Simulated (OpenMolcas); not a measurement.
# Au⁴⁺ among point charges: CASSCF and CASPT2 levels and susceptibility

How does a field of 6 point charges split the states of Au⁴⁺, and what χT follows?

The numbers are computed with OpenMolcas 26.06 (state-averaged CASSCF and CASPT2, spin-orbit coupling by RASSI with atomic mean-field integrals), except any that are marked as measured or tabulated.

**1. What is computed**

* Species: Au⁴⁺ (gold, Z = 79, 75 electrons)
* Basis: ANO-RCC-VDZP [7s6p4d2f], 59 functions
* Scalar Hamiltonian: DKH2, point nucleus
* Inactive shells: 1s 2s 2p 3s 3p 3d 4s 4p 4d 4f 5s 5p
* Active space: 7 electrons in 5 orbitals (5d)
* Some configurations of this space: 5d7
* Orbitals: optimised for each spin and parity, averaged over all roots

The outer shells:

5d7
```
5d [↑↓][↑↓][↑ ][↑ ][↑ ]
```

The ion sits among 6 point charges of -1.7 e arranged as a trigonal antiprism (D3d), 1.86 Å from the ion, with a polar angle of 59.1° against the regular 54.74°.

Each step is its own input file, run in one work folder so that later steps find the files of earlier ones. Labels, J, g values, rates, χT and fits are worked out afterwards by a script from the matrices that RASSI stores. The input lists half of the charges; inversion (Group=XYZ) makes the rest.

**2. GATEWAY and SEWARD: basis and integrals**

Contents of a.inp:

```
&GATEWAY
Coord
1

Au 0.0 0.0 0.0
Basis=ANO-RCC-VDZP
Group=XYZ
NoMove
AngMom=0.0 0.0 0.0
AMFI
XField
3 Angstrom 0
0.000000 1.596242 0.954784 -1.700000
1.382386 -0.798121 0.954784 -1.700000
1.382386 0.798121 -0.954784 -1.700000
&SEWARD
```

**3. Reference wave functions, quartets of even parity, 10 roots**

Contents of a.inp:

```
&RASSCF
FileOrb=start.orb
Symmetry=1
Spin=4
nActEl=7 0 0
Inactive=15 19
Ras2=5 0
CIRoot=10 10 1
SDav=10
CIMx=300
Iter=120 100
PrWF=0.3
OrbListing=Nothing
MaxOrb=0
>>> COPY $Project.JobIph JOB001
```

start.orb holds the contracted functions of the basis, ordered by shell, or the orbitals of the step before.

**4. Reference wave functions, doublets of even parity, 40 roots**

Contents of a.inp:

```
&RASSCF
FileOrb=start.orb
Symmetry=1
Spin=2
nActEl=7 0 0
Inactive=15 19
Ras2=5 0
CIRoot=40 40 1
SDav=40
CIMx=300
Iter=120 100
PrWF=0.3
OrbListing=Nothing
MaxOrb=0
>>> COPY $Project.JobIph JOB002
```

**5. RASSI: spin-orbit coupling between the states**

Contents of a.inp:

```
&RASSI
NrOfJobIphs=2 10 40
1 2 3 4 5 6 7 8 9 10
1 2 3 4 5 6 7 8 9 10 11 12 13 14 15 16 17 18 19 20 21 22 23 24 25 26 27
28 29 30 31 32 33 34 35 36 37 38 39 40
IphNames
JOB001
JOB002
EJob
SpinOrbit
DIPRint=1.0
SOCoupling=1000.0
Subsets=2
Property=9
'ANGMOM' 1 'ANGMOM' 2 'ANGMOM' 3 'MLTPL  1' 1 'MLTPL  1' 2 'MLTPL  1' 3
'AMFI' 1 'AMFI' 2 'AMFI' 3
SOProperty=3
'ANGMOM' 1 'ANGMOM' 2 'ANGMOM' 3
```

**6. CASPT2: IPEA 0.25, imaginary shift 0.1 (closed shells correlated: 5s 5p)**

Contents of a.inp:

```
>>> COPY JOB001 $Project.JobIph
&CASPT2
Multistate=10 1 2 3 4 5 6 7 8 9 10
NoMult
Frozen=14 16
IPEA=0.25
Imaginary=0.1
MaxIter=60
WThr=0.0 0.3 0.05
PrWF=0.5
NoMix
>>> COPY JOB002 $Project.JobIph
&CASPT2
Multistate=40 1 2 3 4 5 6 7 8 9 10 11 12 13 14 15 16 17 18 19 20 21 22
23 24 25 26 27 28 29 30 31 32 33 34 35 36 37 38 39 40
NoMult
Frozen=14 16
IPEA=0.25
Imaginary=0.1
MaxIter=60
WThr=0.0 0.3 0.05
PrWF=0.5
NoMix
```

(Steps that only read results are left out.)

Q: Predict the outcome of this session. Wanted: spin-free ground state; first state of the same spin within the active space; lowest level; next level.

The runs gave:

| quantity | value |
| --- | --- |
| method | SS-CASPT2, IPEA 0.25, imaginary shift 0.1 (closed shells correlated: 5s 5p) |
| spin-free ground state | 4E, 2-fold in its orbital part |
| first state of the same spin within the active space | 4A2 at 1200 cm⁻¹ |
| lowest level | 2-fold E1/2, g = 0.30, 5.43, 5.43 |
| next level | 951.7 cm⁻¹ |
| χT at 300 K | 3.03 cm³ K/mol |
| effective moment at 300 K | 4.92 μB |

Cost by method:

```
                                              method  time of its own steps  time with the reference
                                           A. CASSCF                  7.5 s                    7.5 s
B. SS-CASPT2, IPEA 0.25, imaginary shift 0.1, +5s 5p                  2.7 s                     10 s
```

Times are of one thread on a shared host.

In words: The spin-free ground state (4E) comes to 92 % from free-ion F terms and keeps the highest spin of the shell. χT at 300 K is 3.03, against 1.88 cm³ K/mol for the spin alone, so orbital moment adds to it. An active space of the d shell alone favours high spin; real ions in strong fields can be low spin. CASPT2 does not keep the components of a term degenerate, and the means are used. The field of point charges can differ much from that of real complexes. With metal d orbitals alone active, the gaps between spin states are rough; where two lie within a few thousand cm-1, their order is open. Point charges carry no covalency, so the field is a model and not that of real ligands.
